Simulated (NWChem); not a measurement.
# SrO (SMILES [O][Sr]): HF/def2-TZVPP (core potential)

Aim: the energy change on altering one bond length of SrO at HF/def2-TZVPP (core potential), from 2 runs. 

The results are computed with NWChem 7.3.0.

6 further runs of the same task are left out: 6 set aside as unsound or not needed. Runs told in other sessions of the task aren't counted.

## (1) The system as given

The species is SrO (2 atoms), meant as a singlet with charge 0. SMILES: `[O][Sr]`. Geometry: relaxed at PBE0-D4/def2-TZVP.

Bond lengths: O1–Sr2 1.912 Å.

## (2) Energy and gradient at HF/def2-TZVPP (core potential)

mymol.nw reads:

```
start mymol
title "OSr"
memory stack 880 mb heap 220 mb global 1100 mb
charge 0

geometry units au noautosym nocenter noautoz
O   0.00000000  0.00000000  0.08600144
Sr  0.00000000  0.00000000  3.69944125
end

basis "ao basis" spherical bse
* library def2-TZVPP
end

ecp bse
Sr library def2-TZVPP
end

scf
thresh 1e-08
maxiter 80
end

task scf gradient
```

Command:

```console
nwchem mymol.nw > mymol.out
```

The log of the run:

```text
[...]
  functions       =    71
[...]
  wavefunction    = RHF
[...]
         Total SCF energy =   -105.180752698387
      One-electron energy =   -200.451755359170
      Two-electron energy =     73.131433661016
 Nuclear repulsion energy =     22.139568999767
        Time for solution =      4.8s
[...]
                         RHF ENERGY GRADIENTS
    atom               coordinates                        gradient
                 x          y          z           x          y          z
   1 O       0.000000   0.000000   0.086001   -0.000000   0.000000  -0.006195
   2 Sr      0.000000   0.000000   3.699441    0.000000  -0.000000   0.006195
[...]
```

Run time: 7.2 s. Hardware: 1 thread of Intel Xeon 6975P-C (Granite Rapids), shared host; peak memory 0.11 GiB.

## (3) The distorted shape: the energy at HF/def2-TZVPP (core potential)

input.nw reads:

```
start input
memory total 2200 mb

geometry units angstrom noautosym nocenter noautoz
  O      0.000000     0.000000    -0.241340
  Sr     0.000000     0.000000     1.957660
end

basis spherical bse
  * library def2-TZVPP
end

ecp bse
  Sr library def2-TZVPP
end

scf
  thresh 1e-08
  maxiter 80
end

task scf energy
```

Command:

```console
nwchem input.nw > input.out
```

The log of the run:

```text
[...]
  functions       =    71
[...]
  wavefunction    = RHF
[...]
         Total SCF energy =   -105.150847717395
      One-electron energy =   -194.478155418288
      Two-electron energy =     70.075747937376
 Nuclear repulsion energy =     19.251559763518
        Time for solution =      9.4s
[...]
```

Wall time 10 s (1 thread of Intel Xeon 6975P-C (Granite Rapids), shared host); peak memory 0.1 GiB.

## (4) Summary of results

Level: HF/def2-TZVPP (core potential).

| quantity | value |
| --- | --- |
| first shape: total energy | -105.18075 Eh |
| first shape: dipole moment | 10.98 D |
| first shape: HOMO energy | -7.53 eV |
| first shape: LUMO energy | -0.37 eV |
| first shape: HOMO–LUMO gap | 7.16 eV |
| first shape: largest force on an atom | 0.319 eV/Å |
| distorted shape: total energy | -105.15085 Eh |
| distorted shape: dipole moment | 13.54 D |
| distorted shape: HOMO energy | -6.60 eV |
| distorted shape: LUMO energy | -0.81 eV |
| distorted shape: HOMO–LUMO gap | 5.79 eV |
| energy change with the O1–Sr2 bond stretched from 1.912 to 2.199 Å | 0.814 eV |

With the O1–Sr2 bond stretched from 1.912 to 2.199 Å the energy rises by 0.81 eV (18.8 kcal/mol). The first shape isn't relaxed at this level, so the change isn't measured from a minimum. The largest force (first shape) is 0.32 eV/Å: the shape isn't a stationary point for this species at this level.
